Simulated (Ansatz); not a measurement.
# CH₄BNOS: how energies converge with the basis set

One table from this session's results is given with a row withheld; the runs are named, their logs left out.

The runs use Ansatz 0.2.0, Gaussian basis; one geometry, several basis sets.

Plan: PBE0-D4/def2-SVP; ωB97M-V/def2-SVP; PBE0-D4/def2-QZVPP; ωB97M-V/def2-QZVPP; the functionals' def2-TZVPP values are taken from earlier runs.

## The geometry

An earlier PBE0-D4 in a triple-zeta def2 set relaxation fixed the geometry.

SMILES `BNC(=O)S`, 9 atoms, charge 0, spin multiplicity 1.

Atoms are counted from 1 here; the program's logs count them from 0.

Bond lengths: B1–N2 1.411 Å, B1–H6 1.193 Å, B1–H7 1.187 Å, N2–C3 1.392 Å, N2–H8 1.010 Å, C3–O4 1.194 Å, C3–S5 1.790 Å, S5–H9 1.340 Å. Angles: N2–B1–H6 116.8°, N2–B1–H7 119.5°, H6–B1–H7 123.7°, B1–N2–C3 125.6°, B1–N2–H8 119.8°, C3–N2–H8 114.6°, N2–C3–O4 125.0°, N2–C3–S5 111.3°, O4–C3–S5 123.7°, C3–S5–H9 93.2°.

As a file:

```
B     0.0972   -0.3403   -1.6826
N    -0.3491   -0.3560   -0.3441
C     0.2347    0.3375    0.7128
O     1.1913    1.0458    0.6222
S    -0.6356    0.0341    2.2477
H    -0.5226   -0.9955   -2.4637
H     1.0486    0.3074   -1.9737
H    -1.1569   -0.9064   -0.0912
H     0.1809    0.8271    2.9555
```

The first run:

Input file in.yaml:

```yaml
crystal:
  periodic: [false, false, false]
  atoms:
    - {symbol: B, position_ang: [0.097186, -0.340266, -1.682558]}
    - {symbol: N, position_ang: [-0.349072, -0.355963, -0.344077]}
    - {symbol: C, position_ang: [0.234678, 0.337483, 0.712831]}
    - {symbol: O, position_ang: [1.191256, 1.045787, 0.622210]}
    - {symbol: S, position_ang: [-0.635637, 0.034145, 2.247714]}
    - {symbol: H, position_ang: [-0.522606, -0.995486, -2.463665]}
    - {symbol: H, position_ang: [1.048638, 0.307382, -1.973708]}
    - {symbol: H, position_ang: [-1.156871, -0.906431, -0.091236]}
    - {symbol: H, position_ang: [0.180928, 0.827148, 2.955489]}
basis:
  gaussian: {orbitals: def2-SVP}
hamiltonian: {xc: pbe0, dispersion: d4}
output: {orbitals: {seedname: orbitals}}
```

Launch:

```
$ ansatz run in.yaml --threads 2 --pin off --events-out ev --progress --plain --max-ram 4352MiB
```

Among the steps run: PBE0-D4 in def2-SVP; ωB97M-V in def2-SVP; PBE0-D4 in def2-QZVPP; ωB97M-V in def2-QZVPP.

One of the session's tables, all rows but one given; the rest of the session is left out.

It belongs to the step «Functionals by basis». 

| functional | basis | HOMO (eV) |
| --- | --- | --- |
| PBE0-D4 | def2-SVP | -7.98 |
| PBE0-D4 | def2-TZVPP | -8.10 |
| PBE0-D4 | def2-QZVPP | ? |
| ωB97M-V | def2-SVP | -10.15 |
| ωB97M-V | def2-TZVPP | -10.30 |
| ωB97M-V | def2-QZVPP | -10.34 |

Estimate the missing values for PBE0-D4, def2-QZVPP.

**Answer.** HOMO (eV): -8.13. In the column «HOMO (eV)» it lies between ωB97M-V, def2-SVP (-10.15) and PBE0-D4, def2-TZVPP (-8.10).
